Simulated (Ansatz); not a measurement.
Crystal: NiMoIrPdW.

```xyz
10
Lattice="2.7708 0.0000 0.0000 -1.3854 2.3996 0.0000 0.0000 0.0000 22.0196" Properties=species:S:1:pos:R:3 pbc="T T T"
Ni    0.0000    1.5998   18.7345
Ni    1.3854    0.7999    3.2851
Mo    1.3854    0.7999   16.7479
Mo    0.0000    1.5998    5.2717
Pd    0.0000    1.5998    1.1734
Pd    1.3854    0.7999   20.8462
Ir    0.0000    1.5998   14.4948
Ir    1.3854    0.7999    7.5248
W     0.0000    1.5998    9.7807
W     1.3854    0.7999   12.2389
```

The cell was built by a generator and needn't be a form met in nature.

| Quantity | Value |
| --- | --- |
| Program | Ansatz 0.2.0 |
| Task | relaxation of cell and atoms |
| Functional | RPBE |
| Potentials or basis | Ansatz PAW |
| Cutoff | 420 eV (not typed: the program's choice for these potentials) |
| k mesh | 8 × 8 × 1 |
| Occupations | fermi-dirac, width 0.05 eV |
| Spin | collinear spin, ferromagnetic start |
| Starting moments | [1.0, 1.0, 1.0, 1.0, 0.0, 0.0, 0.6, 0.6, 0.0, 0.0] μB |

At the start: volume 14.64 Å³/atom.

**Question.** Where does the relaxation end?

**Answer.** It ends after 5 steps and the volume is 14.91 Å³/atom (+1.8 %); space group P-3m1 (No. 164, to 0.05 Å); moment 0.00 μB per cell.

Step by step:
```tsv
step	energy change (eV)	largest force (eV/Å)	volume (Å³)
1	0.0000	0.0918	146.41
2	-0.0330	0.0624	149.11
3	-0.0339	0.0230	149.08
4	-0.0341	0.0023	149.09
5	-0.0354	0.0024	149.09
```

Final structure:
```yaml
crystal:
  lattice:
    - [2.78550, 0.00000, 0.00000]
    - [-1.39275, 2.41231, 0.00000]
    - [0.00000, 0.00000, 22.18739]
  atoms:
    - { symbol: Ni, position: [0.33333, 0.66667, 0.84982] }
    - { symbol: Ni, position: [0.66667, 0.33333, 0.15018] }
    - { symbol: Mo, position: [0.66667, 0.33333, 0.75932] }
    - { symbol: Mo, position: [0.33333, 0.66667, 0.24068] }
    - { symbol: Pd, position: [0.33333, 0.66667, 0.05363] }
    - { symbol: Pd, position: [0.66667, 0.33333, 0.94637] }
    - { symbol: Ir, position: [0.33333, 0.66667, 0.65748] }
    - { symbol: Ir, position: [0.66667, 0.33333, 0.34252] }
    - { symbol: W, position: [0.33333, 0.66667, 0.44433] }
    - { symbol: W, position: [0.66667, 0.33333, 0.55567] }
```

Caveat: the plane-wave basis is chosen anew once the cell has moved, so the energies of steps on either side of that aren't comparable; the PAW data sets come from PBE, with cores solved anew for the run's functional, which leaves a small shift of forces and pressure; the starting moments weren't kept.
